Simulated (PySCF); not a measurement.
# F4GeH6N2 (cis-Ge(NH3)2F4): the cost of one run

Programs: PySCF 2.14.0, with density-fitted response routines of our own. Each step states its level of theory. These are calculated values for one molecule in the gas phase, unless marked as measured. Atoms are numbered from 0 throughout.

## Step 1: Starting geometry

13 atoms, charge 0, multiplicity 1; geometry from: GFN2-xTB. The atoms were then displaced at random by about 0.03 Å, so the start is not that level's minimum.

Bonds of the start (Å): Ge0–N1 2.23, Ge0–F5 1.75, Ge0–N6 2.21, Ge0–F10 1.82, Ge0–F11 1.85, Ge0–F12 1.65, N1–H2 1.05, N1–H3 1.10, N1–H4 1.01, N6–H7 1.03, N6–H8 1.02, N6–H9 1.01.

## Step 2: Optimising the geometry at PBE0-D3(BJ)/def2-SVP

What the job is given:

```
{"job": {"xc": "PBE0", "basis": "def2-SVP", "d3": "d3bj", "grid": 1, "maxiter": 40, "shake": 0.03, "kind": "geom"}, "charge": 0, "multiplicity": 1}
Ge    -0.615970    -0.075710    -0.666420
N     -0.677760    -0.054330     1.559440
H     -1.678750     0.219080     1.742590
H      0.062400     0.624110     2.005920
H     -0.511990    -1.002220     1.873320
F     -0.518910     0.055650    -2.411450
N      1.595700     0.033560    -0.657920
H      1.816980    -0.155680    -1.644800
H      2.001640    -0.643040    -0.015220
H      1.906740     0.959360    -0.415910
F     -2.429400    -0.046930    -0.480430
F     -0.445000     1.743460    -0.370050
F     -0.475050    -1.709440    -0.496880
```

Started as:

```bash
$ OMP_NUM_THREADS=1 python probes_run.py task.json out
```

This one command runs all jobs of the session in turn.

Q: Estimate the wall time and peak memory of this first job on 1 thread of Arm Neoverse V2, shared host.

About 2.6 min, with a peak of 0.56 GiB.
